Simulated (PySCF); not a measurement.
# SiSe+: from the state search to spectroscopic constants

The task here is to estimate one member of a computed series from the others.

Method: Si def2-TZVPPD, Se def2-TZVPPD, no relativity; program: PySCF 2.14.0.

Set-up of the first run:

The job is set up so:

```json
{
 "atoms": "Si, Se",
 "charge": "1",
 "basis": "Si def2-TZVPPD, Se def2-TZVPPD",
 "Hamiltonian": "no relativity",
 "basis functions": "105",
 "electrons treated": "47",
 "masses in u": "27.9769, 79.9165",
 "levels": "PBE0, PBE, r²SCAN, MN15, BHandHLYP, PW91, TPSS, revPBE, ωB97M-V, HF, MP2, SCS-MP2, CCSD, CCSD(T)",
 "grid": "80 radial by 434 angular points",
 "occupations": "held fixed by the projection of orbital angular momentum",
 "dissociation limit": "Si+ + Se, each in its ground configuration",
 "starting distance in angstrom": "2.330",
 "values of 2S to try": "1, 3"
}
```

Run with:

```
$ OMP_NUM_THREADS=2 python dia.py task.json out
```

Among the steps run: The job; First curve: PBE0; Higher solutions at PBE0; PBE; r²SCAN (meta-GGA); MN15 (hybrid meta-GGA); BHandHLYP; PW91 (GGA); TPSS (meta-GGA); revPBE; ωB97M-V (range-separated hybrid); UHF (mean field); MP2 and coupled cluster.

One table of the session follows, with a row left open; its other results are not shown here.

Energy (eV) from each level's lowest point:

```
R (Å)    UHF  UHF-MP2  UHF-SCS-MP2  UHF-CCSD  UHF-CCSD(T)
1.901  1.205    1.211        1.228       n/a          n/a
1.989  0.514    0.521        0.533     0.535        0.569
2.077      ?        ?            ?         ?            ?
2.144  0.023    0.026        0.030     0.031        0.042
2.210  0.000    0.000        0.000     0.000        0.000
2.276  0.052    0.049        0.046     0.044        0.032
2.365  0.209    0.202        0.193     0.187        0.158
2.475  0.496    0.485        0.472     0.457        0.405
2.608  0.730    1.455        1.473     0.908        0.827
2.785  0.914    1.854        1.847       n/a          n/a
```

Estimate the missing values for R (Å) = 2.077.

Worked estimate for «UHF». A straight line through the neighbours (1.989, 0.514) and (2.144, 0.023) gives 0.514 + (0.023 − 0.514) × (2.077 − 1.989) / (2.144 − 1.989) = 0.235; a parabola fitted to 4 rows on both sides gives 0.132.

**Answer.** UHF: 0.145; UHF-MP2: 0.150; UHF-SCS-MP2: 0.158; UHF-CCSD: 0.159; UHF-CCSD(T): 0.181. In «UHF» the line misses by +0.090 and the parabola by -0.013.
